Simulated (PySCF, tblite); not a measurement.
# C3H10SSi2: geometry, infrared bands and NMR shifts

Wanted: the infrared bands and NMR shifts of C3H10SSi2 (`C/C=C/[SiH2]S[SiH3]`), by calculation.

The runs use tblite 0.8.0 and PySCF 2.14.0, with density-fitted response routines of our own; the level of theory stands in each step. All values are computed, except where a source is named. Atoms count from 0, in the outputs and in this text.

## Step 1: The starting structure

16 atoms, charge 0, multiplicity 1; geometry from: force field or distance geometry start.

Bonds of the start (Å): C0–C1 1.49, C1–C2 1.33, C2–Si3 1.83, Si3–S4 2.17, S4–Si5 2.15, C0–H6 1.10, C0–H7 1.12, C0–H8 1.13, C1–H9 1.09, C2–H10 1.11, Si3–H11 1.49, Si3–H12 1.44, Si5–H13 1.47, Si5–H14 1.46, Si5–H15 1.48.

## Step 2: Optimising the geometry with GFN2-xTB

Job settings and geometry (Å):

```
{"job": {"kind": "relax", "xc": "GFN2-xTB", "basis": "xTB"}, "charge": 0, "multiplicity": 1}
C     -3.020800     0.456500    -0.151600
C     -1.576800     0.126300    -0.257500
C     -1.084100    -0.720500     0.643600
Si     0.669600    -1.252800     0.684700
S      1.905000     0.224800     1.678600
Si     3.294700     0.916000     0.189400
H     -3.339000     1.209700    -0.894000
H     -3.170400     0.769900     0.910300
H     -3.656900    -0.460800    -0.304800
H     -0.934200     0.554000    -1.021900
H     -1.764200    -1.139700     1.410800
H      0.675600    -2.542200     1.441200
H      1.192900    -1.457700    -0.646300
H      3.782700    -0.158700    -0.685200
H      2.620300     1.897700    -0.662900
H      4.397900     1.586600     0.921800
```

On the command line:

```console
> OMP_NUM_THREADS=1 python probes_run.py task.json out
```

One launch serves the whole session: the jobs run in the order shown.

**Question.** This job is followed by: GFN2-xTB harmonic vibrations, gas phase; GIAO PBE0/pcSseg-1 NMR shielding, non-relativistic, gas phase. What will the session give for the following? strongest single infrared mode (GFN2-xTB); zero-point energy (GFN2-xTB); 13C shifts against TMS (PBE0/pcSseg-1); 1H shifts against TMS (PBE0/pcSseg-1, means over atoms taken as alike); 29Si shifts against TMS (PBE0/pcSseg-1); 33S shifts against CS2 (PBE0/pcSseg-1); surface potential, 1st and 99th percentile.

**Answer**, as computed:

| quantity | value |
| --- | --- |
| strongest single infrared mode (GFN2-xTB) | 2291 cm⁻¹, 364 km/mol |
| zero-point energy (GFN2-xTB) | 70.1 kcal/mol |
| 13C shifts against TMS (PBE0/pcSseg-1) | 157.7, 132.3, 26.8 ppm |
| 1H shifts against TMS (PBE0/pcSseg-1, means over atoms taken as alike) | 6.53, 5.82, 5.04, 4.57, 2.02 ppm |
| 29Si shifts against TMS (PBE0/pcSseg-1) | -33.1, -60.2 ppm |
| 33S shifts against CS2 (PBE0/pcSseg-1) | -318 ppm |
| surface potential, 1st and 99th percentile | -1.05 V and 1.16 V |

In words: Relaxing lowered the energy by 0.366 eV in 158 steps; the close pair that moved most is C2–Si3, from 1.833 to 1.874 Å. No mode is imaginary among the 42: a minimum at this level. The strongest single mode, at 2291 cm⁻¹, moves mainly H14 and H13. Unscaled tight-binding wavenumbers are off by several per cent, some by more. Its intensities can rank the bands wrongly. At PBE0/pcSseg-1: The largest span, 259 ppm, is at C1, where the paramagnetic term is -228 ppm. By nearest atom (PBE0/pcSseg-1), the HOMO sits on S4 76 % and the LUMO on C1 28 %; C2 19 %.
